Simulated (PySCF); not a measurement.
# NaIn with other numerical set-ups

The method stays; parts of the set-up, such as the basis or the Hamiltonian, are changed.

The runs use PySCF 2.14.0; method and basis as typed in the scripts.

3 further runs of the same task are left out: 3 that didn't finish.

## (1) Starting geometry

NaIn: 2 atoms, charge 0, spin multiplicity 1.

No contacts short enough for the rule that draws bonds.

## (2) Base script

input.py

```python
from pyscf import gto, dft, tdscf

mol = gto.M(
    atom='Na 0 0 0; In 0 0 3.113',
    basis='def2-svp',
    ecp={'In': 'def2-svp'},
    charge=0,
    spin=0,
    verbose=4,
)
mf = dft.RKS(mol, xc='pw91')
mf.kernel()
td = tdscf.TDA(mf)
td.nstates = 4
td.kernel()
td.analyze(verbose=3)
mf.dip_moment()
print('orbital energies (hartree):', mf.mo_energy[..., max(0, mol.nelec[1]-3):mol.nelec[0]+3].round(4))
```

Run with:

```sh
$ OMP_NUM_THREADS=1 python input.py
```

The log of this run is left out.

It gives: E(SCF) = -352.414261 Eh, 10 cycles, μ = 1.53 D, excitations 0.72, 0.72, 2.78, 3.25 eV.

The bond length is a typed value, not an optimised one.

## (3) Integration grid (20, 50)

Edit 1 changes integration grid: default → (20, 50).

input.py

```python
from pyscf import gto, dft, tdscf

mol = gto.M(
    atom='Na 0 0 0; In 0 0 3.113',
    basis='def2-svp',
    ecp={'In': 'def2-svp'},
    charge=0,
    spin=0,
    verbose=4,
)
mf = dft.RKS(mol, xc='pw91')
mf.grids.atom_grid = (20, 50)
mf.kernel()
td = tdscf.TDA(mf)
td.nstates = 4
td.kernel()
td.analyze(verbose=3)
mf.dip_moment()
print('orbital energies (hartree):', mf.mo_energy[..., max(0, mol.nelec[1]-3):mol.nelec[0]+3].round(4))
```

Run with:

```sh
$ OMP_NUM_THREADS=1 python input.py
```

## (4) Density fitting auto

Edit 2 changes density fitting: none → auto.

input.py, as its differences from that of step 2:

```diff
@@ -11,2 +11,3 @@
 mf = dft.RKS(mol, xc='pw91')
+mf = mf.density_fit()
 mf.kernel()
```

## (5) Cartesian functions on

Edit 3 changes Cartesian functions: off → on.

input.py, as its differences from that of step 2:

```diff
@@ -8,2 +8,3 @@
     spin=0,
+    cart=True,
     verbose=4,
```

Before running it: what results should come out? Wanted: for each run, E(SCF); from base; gap; SCF dipole; after the SCF.

The runs gave:

| run | E(SCF) (hartree) | from base (eV) | cycles | gap (eV) | SCF dipole (D) | functions | after the SCF |
| --- | --- | --- | --- | --- | --- | --- | --- |
| base | -352.414261 | 0 | 10 | 0.50 | 1.53 | 41 | lowest root found 0.72 eV |
| integration grid (20, 50) (poor choice) | -352.389489 | +0.6741 | 10 | 0.51 | 1.52 | 41 | lowest root found 0.74 eV |
| density fitting auto | -352.414308 | -0.0013 | 10 | 0.50 | 1.53 | 41 | lowest root found 0.71 eV |
| Cartesian functions on | -352.418936 | -0.1272 | 11 | 0.52 | 1.41 | 44 | lowest root found 0.73 eV |

Of the runs whose energies can be compared, “integration grid (20, 50)” moves the SCF energy most (+0.674 eV). Rows marked «poor choice» come from settings spoiled on purpose.
